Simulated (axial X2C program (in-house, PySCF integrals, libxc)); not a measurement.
# InN: from the state search to constants

What are the state, bond length, wavenumber and bond energy of InN, and what does spin–orbit coupling change?

The runs use an in-house X2C program for linear molecules on PySCF integrals; all-electron X2C, In dyall-cv3z, N dyall-av3z.

All values are calculated.

## 1. Input

File task.json:

```json
{"zs": [49, 7], "q": 0, "bas": ["dyall-cv3z", "dyall-av3z"], "levels": ["PBE0", "HF", "PBE50"], "cc": true, "r0": 1.96, "thr": -1.0, "nmax": 90, "npts": 10, "nst": 2, "ntry": 6}
```

Keys: zs atomic numbers; q charge; bas basis sets; levels methods (HF also brings MP2); cc coupled cluster on or off; r0 starting distance in Å; thr threshold in hartree for freezing inner shells (an s shell follows its p shell); nmax most natural virtual spinors; npts points asked for on the curve; nst determinants followed; ntry starts of the search.

Launch:

```sh
$ python so2c.py task.json out
```

Spin-free means the one-electron spin-free X2C Hamiltonian; two-component (2c) means X2C with spin–orbit coupling and atomic mean-field two-electron Coulomb and Gaunt terms. Basis: In dyall-cv3z contracted to [11s12p9d4f1g], N dyall-av3z contracted to [7s7p3d2f]; Gaussian nuclei, density fitting. Masses: In 114.904 u, N 14.003 u.

Notation: σ, π±, δ± give the projection m of an orbital's angular momentum (0, ±1, ±2), α and β its spin, Λ and M_S the sums; ω is the projection of a spinor's total angular momentum and Ω the sum. Logs are in hartree.

The results follow Hamiltonian by Hamiltonian and level by level.

## 2. Search for the lowest determinant

PBE0 moves the distance from 1.960 Å to 2.219 Å and compares determinants there.

Spin-free determinants:

```tsv
ΔE (eV)	state	open shells
0.00	M_S = 1, Λ = 0	beyond closed shells: π+α, π-α
0.46	M_S = 1, Λ = 1	beyond closed shells: σα, π+α, π+β, π-α
0.91	M_S = 0, Λ = 1	beyond closed shells: σβ, π+α, π+β, π-α
1.53	M_S = 0, Λ = 2	beyond closed shells: π+α, π+β
1.53	M_S = 0, Λ = 0	beyond closed shells: π+β, π-α
2.13	M_S = 2, Λ = 1	beyond closed shells: σα, 2 × π+α, π-α
3.07	M_S = 1, Λ = 1	beyond closed shells: σβ, 2 × π+α, π-α
```

Two-component determinants:

| ΔE (eV) | state | open shells |
| --- | --- | --- |
| 0.00 | Ω = 1 | excess of +ω over −ω: ω = -1/2, ω = 3/2 |
| 0.43 | Ω = 2 | excess of +ω over −ω: ω = 1/2, ω = 3/2 |
| 0.94 | Ω = 1 | excess of +ω over −ω: 2 × ω = 1/2 |
| 1.41 | Ω = 0 | closed shell |
| 1.51 | Ω = 0 | closed shell |
| 2.23 | Ω = 3 | excess of +ω over −ω: 2 × ω = 3/2 |
| 2.98 | Ω = 0 | excess of +ω over −ω: 3 × ω = 1/2, ω = -3/2 |

## 3. PBE0, spin-free

State followed: M_S = 1, Λ = 0 (beyond closed shells: π+α, π-α). The scan is laid around 2.219 Å, a first estimate of the minimum, and this SCF restarts from the orbitals of the search.

Output at 2.219 Å:

```text
spin-free X2C-1e  PBE0
basis functions 186  fitting functions 940  grid points 5082
iter        total energy     max residual
   1      -5935.308814034     9.93e-05
   2      -5935.308814041     1.05e-04
   3      -5935.308814122     6.12e-06
   4      -5935.308814123     2.94e-06
converged
one-electron -8331.77747142  Coulomb 2482.44024387  exact exchange -41.29905956  xc functional -126.46963533  nuclear repulsion 81.79710831
```

Along the bond, energies from the lowest point:

```
R (Å)  E (eV)  μ (D)  HOMO (eV)  LUMO (eV)  iterations
1.931  0.5517  -1.19      -5.69      -3.31          30
2.019  0.2221  -1.62      -5.68      -3.06          24
2.086  0.0846  -1.94      -5.65      -2.90          23
2.152  0.0162  -2.25      -5.61      -2.76          25
2.219  0.0000  -2.56      -5.54      -2.64           4
2.297  0.0297  -2.92      -5.45      -2.53          25
2.374  0.0968  -3.25      -5.35      -2.45          21
2.474  0.2196  -3.66      -5.20      -2.38          24
2.596  0.4007  -4.09      -5.01      -2.34          24
2.774  0.6815  -4.51      -4.72      -2.33          24
```

Dipoles are positive if N is the positive end.

Outer orbitals at the reference distance:

```tsv
symmetry	occupied	ε (eV)	atomic character
σα	yes	-21.81	64% In d, 31% N s
δ+α	yes	-21.38	100% In d
δ-α	yes	-21.38	100% In d
δ-β	yes	-21.37	100% In d
δ+β	yes	-21.37	100% In d
σβ	yes	-21.30	95% In d, 3% N s
π+α	yes	-21.16	99% In d
π-α	yes	-21.16	99% In d
π-β	yes	-21.14	99% In d
π+β	yes	-21.14	99% In d
σα	yes	-19.99	53% N s, 39% In d, 4% In p
σβ	yes	-16.79	78% N s, 8% In d, 6% In p
σα	yes	-9.69	50% In s, 41% N p, 5% N s
σβ	yes	-9.24	57% In s, 31% N p, 7% N s
π-α	yes	-8.32	93% N p, 4% In p, 2% In d
π+α	yes	-8.32	93% N p, 4% In p, 2% In d
σα	yes	-6.28	50% N p, 23% In s, 22% In p
σβ	yes	-5.54	55% N p, 26% In p, 14% In s
π-β	no	-2.64	52% In p, 46% N p, 2% N d
π+β	no	-2.64	52% In p, 46% N p, 2% N d
π-α	no	-1.68	84% In p, 8% N p, 4% N d
π+α	no	-1.68	84% In p, 8% N p, 4% N d
```

PBE0 fields in the half plane through the axis: z from -2.4 to 4.5 Å across, distance from the axis 0.15 to 2.25 Å upwards; In lies at z = 0 and N at z = 2.219 Å; the ELF is damped to zero where the density is low.

log10 density (e/bohr³). Ten even steps from '0' (-4.83 ) to '9' (1.81 ):
```
111222222222211111111000
122223333332222222211100
122333333333333333222110
223334444444334443332211
233344555544444444433221
233445566655555555443321
233455677765556666544322
334455789875566776554322
```

ELF. Ten even steps from '0' (0.00 ) to '9' (0.95 ):
```
000234432100000000000000
014677653210000000000000
147887643210011112110000
379986432221123344432100
699975322221246677764200
899863244421378889886520
999853477741489789998630
999853637361498319998740
```

Re = 2.210 Å, ωe = 446 cm⁻¹, ωexe = 2.61 cm⁻¹, Be = 0.2765 cm⁻¹, De = 1.91 eV, μ = -2.52 D.

## 4. HF, spin-free

The SCF at the reference distance of 2.219 Å:

```text
spin-free X2C-1e  HF
basis functions 186  fitting functions 940  grid points 5082
iter        total energy     max residual
   1      -5932.736357488     3.25e-01
   2      -5932.762758131     7.33e-03
   3      -5932.764133716     9.55e-03
   4      -5932.764325267     2.62e-03
   5      -5932.764418548     2.05e-03
   6      -5932.764477189     2.80e-03
   7      -5932.764497972     9.17e-04
   8      -5932.764501946     1.38e-04
   9      -5932.764502832     2.30e-04
  10      -5932.764503009     7.42e-05
  11      -5932.764503037     1.15e-05
  12      -5932.764503041     1.08e-05
  13      -5932.764503041     2.62e-06
converged
one-electron -8331.05998620  Coulomb 2481.81431948  exact exchange -165.31594463  xc functional 0.00000000  nuclear repulsion 81.79710831
```

No constants are quoted: the solution changes its character somewhere along the scan, so the fit is set aside.

## 5. PBE50, spin-free

The SCF at the reference distance of 2.219 Å:

```text
spin-free X2C-1e  PBE50
basis functions 186  fitting functions 940  grid points 5082
iter        total energy     max residual
   1      -5935.383147245     1.13e-01
   2      -5935.386611854     2.60e-03
   3      -5935.386682873     5.82e-03
   4      -5935.386741117     6.14e-04
   5      -5935.386742975     1.51e-04
   6      -5935.386743885     2.93e-04
   7      -5935.386744033     4.09e-05
   8      -5935.386744067     6.29e-05
   9      -5935.386744073     1.27e-05
converged
one-electron -8332.04949439  Coulomb 2482.75624254  exact exchange -82.62814986  xc functional -85.26245067  nuclear repulsion 81.79710831
```

Re = 2.182 Å, ωe = 471 cm⁻¹, ωexe = 2.71 cm⁻¹, Be = 0.2837 cm⁻¹, De = 1.65 eV, μ = -2.46 D.

## 6. MP2 and beyond, spin-free

Correlated methods: 8 electrons correlated (frozen shells, counted by type: In 4 s, 3 p, 2 d; N 1 s), 260 virtual spinors in MP2, 90 natural virtuals in coupled cluster.

Output of the correlated part at 2.219 Å:

```text
correlated 8  virtual 260  natural virtual 90  E(MP2) -0.178601946  MP2 remainder -0.004741735
iter   CCSD correlation   residual
   1     -0.191053945   1.17e-01
   2     -0.199022946   5.22e-02
   3     -0.200147806   1.92e-02
   4     -0.200253026   8.52e-03
   5     -0.200388815   4.06e-03
   6     -0.200421825   1.88e-03
   7     -0.200428526   6.69e-04
   8     -0.200435416   2.82e-04
   9     -0.200432584   1.37e-04
  10     -0.200431869   6.11e-05
  11     -0.200431027   1.98e-05
  12     -0.200430897   8.44e-06
  13     -0.200430827   4.09e-06
  14     -0.200430818   1.86e-06
(T) -0.006939201  T1 0.0294  D1 0.0398  max T2 0.079
```

T1 in the output is the amplitude norm over the root of the electron number; divide by √2 for the Lee–Taylor value.

MP2: No constants are quoted: the reference changes its character somewhere along the scan, so the fit is set aside.

CCSD: No constants are quoted: the reference changes its character somewhere along the scan, so the fit is set aside.

CCSD(T): No constants are quoted: the reference changes its character somewhere along the scan, so the fit is set aside.

## 7. A higher determinant, spin-free

State: M_S = 1, Λ = 1 (beyond closed shells: σα, π+α, π+β, π-α).

Output at the reference distance:

```text
spin-free X2C-1e  PBE0
basis functions 186  fitting functions 940  grid points 5082
iter        total energy     max residual
   1      -5935.292008035     9.11e-05
   2      -5935.292008105     2.44e-05
   3      -5935.292008117     1.37e-05
   4      -5935.292008119     5.95e-06
converged
one-electron -8331.14814604  Coulomb 2481.77988861  exact exchange -41.28449030  xc functional -126.43636871  nuclear repulsion 81.79710831
```

```
R (Å)  E above the lowest PBE0 point (eV)
1.931                               0.474
2.019                               0.357
2.086                               0.348
2.152                               0.387
2.219                               0.457
2.297                               0.567
2.374                               0.693
2.474                               0.863
2.596                               1.065
```

Re = 2.062 Å, ωe = 507 cm⁻¹, ωexe = 3.63 cm⁻¹, Be = 0.3176 cm⁻¹, μ = -3.33 D. Te = 0.35 eV.

## 8. The spin-free curves together

Energy (eV) of the followed determinant, spin-free, from each level's lowest point:

```
R (Å)   PBE0  HF (jumps)  MP2 (its reference jumps)  CCSD (its reference jumps)  CCSD(T) (its reference jumps)  PBE50
1.931  0.552       0.563                      0.623                         n/a                            n/a  0.475
2.019  0.222       0.220                      0.256                       0.275                          0.287  0.169
2.086  0.085       0.080                      0.100                       0.115                          0.123  0.050
2.152  0.016       0.013                      0.020                       0.029                          0.034  0.000
2.219  0.000       0.000                      0.000                       0.000                          0.000  0.002
2.297  0.030       0.032                      0.036                       0.018                          0.014  0.052
2.374  0.097       0.095                      0.129                       0.077                          0.069  0.139
2.474  0.220       0.193                      0.336                       0.194                          0.184  0.283
2.596  0.401       0.288                      0.666                         n/a                            n/a  0.485
2.774  0.682       0.349                      1.037                         n/a                            n/a  0.774
```

## 9. PBE0, 2c

State followed: Ω = 1 (excess of +ω over −ω: ω = -1/2, ω = 3/2). The scan is laid around 2.219 Å, a first estimate of the minimum, and this SCF restarts from the orbitals of the search.

Output at 2.219 Å:

```text
two-component X2C + atomic mean field  PBE0
basis functions 186  fitting functions 940  grid points 5082
iter        total energy     max residual
   1      -5932.836282867     8.00e-05
   2      -5932.836282875     3.54e-05
   3      -5932.836282884     1.48e-05
converged
one-electron -8324.77199242  Coulomb 2481.09128406  exact exchange -41.27492446  xc functional -126.39907976  nuclear repulsion 81.79710831  atomic mean-field constant -3.27867860
```

Along the bond, energies from the lowest point:

```
R (Å)  E (eV)  μ (D)  HOMO (eV)  LUMO (eV)  iterations
1.931  0.5467  -1.19      -5.71      -3.35          36
2.019  0.2203  -1.61      -5.69      -3.11          29
2.086  0.0838  -1.93      -5.66      -2.95          33
2.152  0.0160  -2.24      -5.61      -2.82          28
2.219  0.0000  -2.55      -5.55      -2.70           3
2.297  0.0298  -2.90      -5.46      -2.59          28
2.374  0.0969  -3.23      -5.36      -2.52          25
2.474  0.2193  -3.63      -5.21      -2.45          25
2.596  0.3998  -4.06      -5.01      -2.41          24
2.774  0.6783  -4.45      -4.72      -2.41          25
```

Dipoles are positive if N is the positive end.

Outer spinors at the reference distance:

```tsv
ω	occupied	ε (eV)	atomic character	λ mixture
1/2	yes	-21.97	76% In d, 21% N s	80% σ, 20% π
-3/2	yes	-21.85	100% In d	87% δ, 13% π
3/2	yes	-21.84	100% In d	86% δ, 14% π
-1/2	yes	-21.72	98% In d	52% π, 48% σ
1/2	yes	-21.21	82% In d, 15% N s	76% π, 24% σ
5/2	yes	-21.05	100% In d	100% δ
-5/2	yes	-21.04	100% In d	100% δ
-1/2	yes	-20.92	97% In d	52% σ, 48% π
3/2	yes	-20.87	99% In d	86% π, 14% δ
-3/2	yes	-20.85	99% In d	87% π, 13% δ
1/2	yes	-19.95	48% N s, 45% In d, 3% In p	96% σ, 4% π
-1/2	yes	-16.79	78% N s, 8% In d, 6% In p	100% σ
1/2	yes	-9.69	50% In s, 41% N p, 5% N s	100% σ
-1/2	yes	-9.24	57% In s, 31% N p, 7% N s	100% σ
-1/2	yes	-8.34	92% N p, 4% In p, 2% In d	100% π
3/2	yes	-8.32	93% N p, 4% In p, 3% In d	100% π
1/2	yes	-6.29	50% N p, 23% In s, 22% In p	100% σ
-1/2	yes	-5.55	55% N p, 26% In p, 14% In s	100% σ
1/2	no	-2.70	53% In p, 44% N p, 2% N d	100% π
-3/2	no	-2.59	49% In p, 48% N p	100% π
-1/2	no	-1.76	84% In p, 8% N p, 5% N d	100% π
3/2	no	-1.59	84% In p, 8% N p, 4% N d	100% π
```

PBE0 fields in the half plane through the axis: z from -2.4 to 4.5 Å across, distance from the axis 0.15 to 2.25 Å upwards; In lies at z = 0 and N at z = 2.219 Å; the ELF is damped to zero where the density is low.

log10 density (e/bohr³). Ten even steps from '0' (-4.83 ) to '9' (1.81 ):
```
111222222222211111111000
122223333332222222211100
122333333333333333222110
223334444444334443332211
233344555544444444433221
233445566655555555443321
233455677765556666544322
334455789875566776554322
```

ELF. Ten even steps from ' ' (0.00 ) to '@' (0.95 ):
```
      ::--====--::..                            
  ..==**####**++--::..                          
..==##%%%%##**==--::....  ........::....        
--##@@@@%%**==--::::::....::----======--::..    
**@@@@@@##++--::::::::..::==****######**==::    
%%@@@@%%**--::======::..--##%%%%%%@@%%%%**==::  
@@@@@@%%++--==######==..==%%@@##%%@@@@@@%%**--  
@@@@@@%%++--**--##--**..==@@%%--..@@@@@@%%**==  
```

Re = 2.210 Å, ωe = 445 cm⁻¹, ωexe = 2.62 cm⁻¹, Be = 0.2765 cm⁻¹, De = 1.82 eV, μ = -2.51 D.

## 10. HF, 2c

The SCF at the reference distance of 2.219 Å:

```text
two-component X2C + atomic mean field  HF
basis functions 186  fitting functions 940  grid points 5082
iter        total energy     max residual
   1      -5930.261976512     3.66e-01
   2      -5930.288396241     7.30e-03
   3      -5930.289780177     1.08e-02
   4      -5930.289976200     3.00e-03
   5      -5930.290073986     2.35e-03
   6      -5930.290137821     3.31e-03
   7      -5930.290162835     1.15e-03
   8      -5930.290169355     2.78e-04
   9      -5930.290172397     5.49e-04
  10      -5930.290174826     4.00e-04
  11      -5930.290177474     1.82e-04
  12      -5930.290180220     3.05e-04
  13      -5930.290182369     3.67e-04
  14      -5930.290183336     1.76e-04
  15      -5930.290183576     3.13e-05
  16      -5930.290183628     2.95e-05
  17      -5930.290183650     2.61e-05
  18      -5930.290183664     1.28e-05
  19      -5930.290183675     9.93e-06
  20      -5930.290183681     1.33e-05
  21      -5930.290183684     6.45e-06
  22      -5930.290183685     2.59e-06
converged
one-electron -8324.05251977  Coulomb 2480.46349543  exact exchange -165.21958905  xc functional 0.00000000  nuclear repulsion 81.79710831  atomic mean-field constant -3.27867860
```

No constants are quoted: the solution changes its character somewhere along the scan, so the fit is set aside.

## 11. PBE50, 2c

The SCF at the reference distance of 2.219 Å:

```text
two-component X2C + atomic mean field  PBE50
basis functions 186  fitting functions 940  grid points 5082
iter        total energy     max residual
   1      -5932.909926889     1.26e-01
   2      -5932.913393623     2.53e-03
   3      -5932.913464940     6.55e-03
   4      -5932.913523484     6.21e-04
   5      -5932.913525404     1.37e-04
   6      -5932.913526363     3.03e-04
   7      -5932.913526526     4.85e-05
   8      -5932.913526565     6.66e-05
   9      -5932.913526574     1.72e-05
converged
one-electron -8325.04220504  Coulomb 2481.40541076  exact exchange -82.57985684  xc functional -85.21530516  nuclear repulsion 81.79710831  atomic mean-field constant -3.27867860
```

Re = 2.181 Å, ωe = 471 cm⁻¹, ωexe = 2.73 cm⁻¹, Be = 0.2838 cm⁻¹, De = 1.54 eV, μ = -2.45 D.

## 12. MP2 and beyond, 2c

Correlated methods: 8 electrons correlated (frozen shells, counted by type: In 4 s, 3 p, 2 d; N 1 s), 260 virtual spinors in MP2, 90 natural virtuals in coupled cluster.

Output of the correlated part at 2.219 Å:

```text
correlated 8  virtual 260  natural virtual 90  E(MP2) -0.178371199  MP2 remainder -0.004737666
iter   CCSD correlation   residual
   1     -0.190827517   1.17e-01
   2     -0.198829196   5.25e-02
   3     -0.199976084   1.97e-02
   4     -0.200103764   9.19e-03
   5     -0.200261269   4.58e-03
   6     -0.200299921   2.18e-03
   7     -0.200308029   8.93e-04
   8     -0.200316410   4.64e-04
   9     -0.200312248   2.79e-04
  10     -0.200311710   1.69e-04
  11     -0.200309876   1.04e-04
  12     -0.200310073   6.90e-05
  13     -0.200310370   3.90e-05
  14     -0.200310678   2.08e-05
  15     -0.200310838   1.20e-05
  16     -0.200310780   6.34e-06
  17     -0.200310718   3.15e-06
  18     -0.200310690   1.71e-06
  19     -0.200310679   9.17e-07
(T) -0.006938073  T1 0.0316  D1 0.0511  max T2 0.081
```

MP2: No constants are quoted: the reference changes its character somewhere along the scan, so the fit is set aside.

CCSD: No constants are quoted: the reference changes its character somewhere along the scan, so the fit is set aside.

CCSD(T): No constants are quoted: the reference changes its character somewhere along the scan, so the fit is set aside.

## 13. A higher determinant, 2c

State: Ω = 2 (excess of +ω over −ω: ω = 1/2, ω = 3/2).

Output at the reference distance:

```text
two-component X2C + atomic mean field  PBE0
basis functions 186  fitting functions 940  grid points 5082
iter        total energy     max residual
   1      -5932.820454638     7.32e-05
   2      -5932.820454643     3.24e-05
   3      -5932.820454651     1.05e-05
converged
one-electron -8324.17413448  Coulomb 2480.46183240  exact exchange -41.26044657  xc functional -126.36613571  nuclear repulsion 81.79710831  atomic mean-field constant -3.27867860
```

```
R (Å)  E above the lowest PBE0 point (eV)
1.931                               0.445
2.019                               0.330
2.086                               0.322
2.152                               0.360
2.219                               0.431
2.297                               0.539
2.374                               0.662
2.474                               0.828
2.596                               1.021
```

Re = 2.061 Å, ωe = 505 cm⁻¹, ωexe = 3.77 cm⁻¹, Be = 0.3179 cm⁻¹, μ = -3.27 D. Te = 0.32 eV.

## 14. The 2c curves together

Energy (eV) of the followed determinant, 2c, from each level's lowest point:

```
R (Å)   PBE0  HF (jumps)  MP2 (its reference jumps)  CCSD (its reference jumps)  CCSD(T) (its reference jumps)  PBE50
1.931  0.547       0.560                      0.622                         n/a                            n/a  0.471
2.019  0.220       0.220                      0.251                       0.273                          0.285  0.167
2.086  0.084       0.081                      0.096                       0.114                          0.122  0.049
2.152  0.016       0.014                      0.019                       0.029                          0.033  0.000
2.219  0.000       0.000                      0.000                       0.000                          0.000  0.002
2.297  0.030       0.031                      0.040                       0.019                          0.014  0.053
2.374  0.097       0.092                      0.141                       0.078                          0.070  0.139
2.474  0.219       0.183                      0.374                       0.201                          0.191  0.283
2.596  0.400       0.256                      0.769                         n/a                            n/a  0.484
2.774  0.678       0.257                      1.169                         n/a                            n/a  0.768
```

Time for the job: 4.1 min (1 thread of Arm Neoverse V1, shared host); peak memory 0.55 GiB.

## 15. Results

Lowest determinant that the search found at its distance, spin-free: M_S = 1, Λ = 0 (beyond closed shells: π+α, π-α).

Lowest determinant that the search found at its distance, 2c: Ω = 1 (excess of +ω over −ω: ω = -1/2, ω = 3/2).

```csv
Hamiltonian,level,Re (Å),ωe (cm⁻¹),De (eV),μ (D)
spin-free,PBE0,2.210,446,1.91,-2.52
spin-free,PBE50,2.182,471,1.65,-2.46
2c,PBE0,2.210,445,1.82,-2.51
2c,PBE50,2.181,471,1.54,-2.45
```

Dipoles are positive if N is the positive end. No constants: spin-free HF (the solution changes its character somewhere along the scan, so the fit is set aside); spin-free MP2 (the reference changes its character somewhere along the scan, so the fit is set aside); spin-free CCSD (the reference changes its character somewhere along the scan, so the fit is set aside); spin-free CCSD(T) (the reference changes its character somewhere along the scan, so the fit is set aside); 2c HF (the solution changes its character somewhere along the scan, so the fit is set aside); 2c MP2 (the reference changes its character somewhere along the scan, so the fit is set aside); 2c CCSD (the reference changes its character somewhere along the scan, so the fit is set aside); 2c CCSD(T) (the reference changes its character somewhere along the scan, so the fit is set aside).

Time per point (s) on 1 thread of Arm Neoverse V1, shared host (2c runs); the times are rough: PBE0 1.7, PBE50 1.8.

At PBE0, going from spin-free to two-component changes Re by 0 mÅ, ωe by -0.1 %; the spin-free picture holds up (part of it comes from the scalar share of the two-electron terms). It costs about 1.6 times the time. De moves by -0.09 eV; both De rest on single-determinant atoms, which can miss part of an open shell's spin–orbit lowering.

De refers to In + N, each in the lowest determinant found, which need not be this curve's own limit. The state is a single determinant with fixed occupations, the lowest that a limited PBE0 search found. Dissociation energies refer to the lowest single-determinant-based atoms at the same level and basis. Density functionals use the spin component along the axis (collinear). With several unpaired electrons one determinant need not be a pure state.
